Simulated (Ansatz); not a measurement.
# LiFeAs: the cost of one run

Computed with Ansatz 0.2.0 (DFT LDA, scalar-relativistic, plane waves, PAW, unless a step's input says otherwise).

### 1 The system as given

It takes space group P4/nmm (No. 129, tetragonal). The conventional cell has a = 3.692 Å, b = 3.692 Å, c = 5.960 Å, α = 90.00°, β = 90.00°, γ = 90.00°. Li (site symmetry 4mm) has 5 As at 2.62 to 2.69 Å and 4 Fe at 2.71 Å as nearest neighbours. Around Fe (site symmetry -4m2) lie 4 As at 2.28 Å and 4 Fe at 2.61 Å. As (site symmetry 4mm) is surrounded by 4 Fe at 2.28 Å and 5 Li at 2.62 to 2.69 Å.

Structure file:

```xyz
6
Lattice="3.6915 0.0000 0.0000 0.0000 3.6915 0.0000 0.0000 0.0000 5.9597" Properties=species:S:1:pos:R:3 pbc="T T T"
Li    1.8458    0.0000    3.9705
Li    0.0000    1.8458    1.9892
Fe    0.0000    0.0000    0.0000
Fe    1.8458    1.8458    0.0000
As    1.8458    0.0000    1.3456
As    0.0000    1.8458    4.6141
```

An earlier run at LDA left this cell at 13.536 Å³/atom and 0.01 GPa (12×12×8 mesh).

### 2 Antiferromagnetic, in the cell as typed

The input, input.yaml:

```yaml
crystal:
  lattice:
    - [3.6915071002, 0.0, 0.0]
    - [0.0, 3.6915071002, 0.0]
    - [0.0, 0.0, 5.9597341956]
  atoms:
    - { symbol: Li, position: [0.5, 0.0, 0.6662265852] }
    - { symbol: Li, position: [0.0, 0.5, 0.3337734148] }
    - { symbol: Fe, position: [0.0, 0.0, 0.0], spin: 2.5 }
    - { symbol: Fe, position: [0.5, 0.5, 0.0], spin: -2.5 }
    - { symbol: As, position: [0.5, 0.0, 0.2257855246] }
    - { symbol: As, position: [0.0, 0.5, 0.7742144754] }
basis:
  ecutwfc: 420
  ecutrho_ratio: 4
kpoints:
  mp_grid: { grid: [12, 12, 8] }
hamiltonian:
  xc: lda
scf:
  occupations: { method: gaussian, width: 0.05 }
  lower_state_search: "off"
output:
  forces: true
  stress: true
  eigenvalues: true
  populations: true
magnetization:
  spin_polarized: true
```

Run with:

```bash
> ansatz run input.yaml --threads 4 --pin off --max-ram 10240MiB --backend cpu --events-out ev --progress --plain --runs-dir out
```

Q: Estimate wall time and peak memory on 4 threads of Arm Neoverse V2, shared host.

About 82 s, with a peak of 0.93 GiB.
